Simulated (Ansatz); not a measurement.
This script makes an atomisation energy of CH7InO, SMILES C[OH+][InH3-] with Ansatz 0.2.0 through its Python package.

`tae_ch7ino.py`:
```python
from collections import Counter

import ansatz
from ase import Atoms


def energy_of(molecule, charge=0, unpaired=0):
    calc = molecule.calculation().basis(gaussian="def2-SVPD").functional("R2SCAN0")
    if charge:
        calc = calc.charge(charge)
    if unpaired:
        calc = calc.spin("collinear", total=unpaired)
    report = calc.run(threads=1).report
    if report["published_state_doubts"]:
        print("  doubts:", report["published_state_doubts"])
    return report["free_energy_ev"]

atoms = Atoms(["C", "O", "In", "H", "H", "H", "H", "H", "H", "H"], positions=[
    [-1.13, 0.6378, -0.3185],
    [0.1973, 0.9138, -0.2056],
    [1.0358, -0.7657, 0.5066],
    [-1.315, -0.1651, -1.0121],
    [-1.6269, 0.4849, 0.6501],
    [-1.6684, 1.6029, -0.7523],
    [0.5763, 1.0029, -1.126],
    [0.8339, -2.1096, -0.6458],
    [0.3345, -1.1642, 2.1599],
    [2.8455, -0.4888, 0.7467],
])
geometry = ansatz.Crystal.molecule_from_ase(atoms)

unpaired = {"C": 2, "O": 2, "In": 1, "H": 1}
counts = Counter(site.symbol for site in geometry.cartesian_sites)
atom_energy = {s: energy_of(ansatz.Crystal.molecule().atom(s, (0, 0, 0)), 0, unpaired[s]) for s in counts}
whole = energy_of(geometry, 0, 0)
for s, e in atom_energy.items():
    print(f"{s:2s} x{counts[s]}  {e:14.5f} eV")
print(f"CH7InO: {whole:.5f} eV")
split = sum(counts[s] * e for s, e in atom_energy.items()) - whole
print(f"atomisation energy (no zero-point term): {23.060548 * split:.1f} kcal/mol, {split / sum(counts.values()):.3f} eV an atom")
```

What does it cost to take this molecule apart into atoms?

658.7 kcal/mol from the electronic energies, without the zero-point term.

What the script printed:

```console
$ python tae_ch7ino.py
C  x1     -1028.29590 eV
O  x1     -2039.97184 eV
In x1     -5174.09826 eV
H  x7       -13.58464 eV
CH7InO: -8366.02409 eV
atomisation energy (no zero-point term): 658.7 kcal/mol, 2.857 eV an atom
```

Caveats:
- Total energies depend on the basis set; only differences at equal settings carry meaning.
- The geometry is a force-field or estimated start, not a minimum of this method, and the basis set is short of its limit. All parts are taken at fixed geometry, without zero-point energy.
- def2 sets replace the cores of elements past krypton by effective core potentials.
- The spin-orbit lowering of heavy atoms is left out.
- The whole script took 11 s on 1 thread of Arm Neoverse V1, on a shared host, peak memory 0.3 GiB.

(Lines on the test bed's own set-up are left out of the output.)
